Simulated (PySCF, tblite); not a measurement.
# C₅H₁₁FSi: geometry, infrared bands and NMR shifts

What infrared bands and NMR shifts should C₅H₁₁FSi (`CC1(C)C[C@H](F)[SiH2]1`) show?

Computed with tblite 0.8.0 and PySCF 2.14.0, with density-fitted response routines of our own, on a single molecule in the gas phase. Atoms count from 0, in the outputs and in this text.

### 1 Starting geometry

18 atoms, charge 0, multiplicity 1; geometry from: force field or distance geometry start.

Bonds of the start (Å): C0–C1 1.52, C1–C2 1.52, C1–C3 1.58, C3–C4 1.57, C4–F5 1.35, C4–Si6 1.89, Si6–C1 1.94, C0–H7 1.10, C0–H8 1.10, C0–H9 1.09, C2–H10 1.11, C2–H11 1.10, C2–H12 1.09, C3–H13 1.09, C3–H14 1.09, C4–H15 1.10, Si6–H16 1.49, Si6–H17 1.50.

### 2 Relaxing the molecule with GFN2-xTB

Job settings and geometry (Å):

```
{"job": {"kind": "relax", "xc": "GFN2-xTB", "basis": "xTB"}, "charge": 0, "multiplicity": 1}
C     -1.489300    -1.111100    -0.156000
C     -0.434100    -0.034000     0.032900
C     -1.008200     1.256100     0.596000
C      0.524400     0.157900    -1.209600
C      1.846800     0.384200    -0.392400
F      2.965200    -0.132500    -0.948300
Si     1.119200    -0.653700     1.008700
H     -2.252600    -0.758800    -0.860500
H     -2.002300    -1.346200     0.787800
H     -1.089300    -2.042900    -0.550800
H     -1.777400     1.654800    -0.095300
H     -1.508500     1.093700     1.562600
H     -0.268600     2.045400     0.734600
H      0.256700     0.991000    -1.854700
H      0.578100    -0.718700    -1.862200
H      1.982900     1.428900    -0.078800
H      1.235000    -0.075600     2.381500
H      1.313200    -2.132300     0.892900
```

The run is started by

```bash
OMP_NUM_THREADS=1 python probes_run.py task.json out
```

The driver reads the jobs from task.json and runs them one after another.

**Question.** This job is followed by: GFN2-xTB harmonic vibrations, gas phase; GIAO PBE0/pcSseg-1 NMR shielding, non-relativistic, gas phase. Predict these results of the whole session: strongest single infrared mode (GFN2-xTB); zero-point energy (GFN2-xTB); 13C shifts against TMS (PBE0/pcSseg-1); 1H shifts against TMS (PBE0/pcSseg-1, means over atoms taken as alike); 19F shifts against CFCl3 (PBE0/pcSseg-1); 29Si shifts against TMS (PBE0/pcSseg-1).

The runs gave:

| quantity | value |
| --- | --- |
| strongest single infrared mode (GFN2-xTB) | 2286 cm⁻¹, 337 km/mol |
| zero-point energy (GFN2-xTB) | 91.1 kcal/mol |
| 13C shifts against TMS (PBE0/pcSseg-1) | 85.7, 50.6, 31.9, 31.1, 23.2 ppm |
| 1H shifts against TMS (PBE0/pcSseg-1, means over atoms taken as alike) | 5.38, 4.63, 4.58, 2.58, 2.40, 1.32, 1.20 ppm |
| 19F shifts against CFCl3 (PBE0/pcSseg-1) | -231.5 ppm |
| 29Si shifts against TMS (PBE0/pcSseg-1) | -21.6 ppm |

**Reading.** The optimisation took 75 steps and gained 0.328 eV; among the close pairs (by a distance rule), C4–Si6 changed most, from 1.889 to 1.930 Å. All 48 modes are real, so the xTB geometry is a minimum. The strongest single mode, at 2286 cm⁻¹, moves mainly H16. GFN2-xTB is a fitted tight-binding method: band positions and strengths are rough. Its intensities can rank the bands wrongly. The most deshielded carbon is C4 (sp3 CH bonded to F and Si), at 85.7 ppm: pulled downfield by the heteroatom. H15 (hydrogen on an sp3 CH bonded to F and Si) lies farthest downfield among hydrogen, at 5.38 ppm; its carbon carries F, an electronegative neighbour. At PBE0/pcSseg-1: The largest span, 136 ppm, is at F5, where the paramagnetic term is -69 ppm.
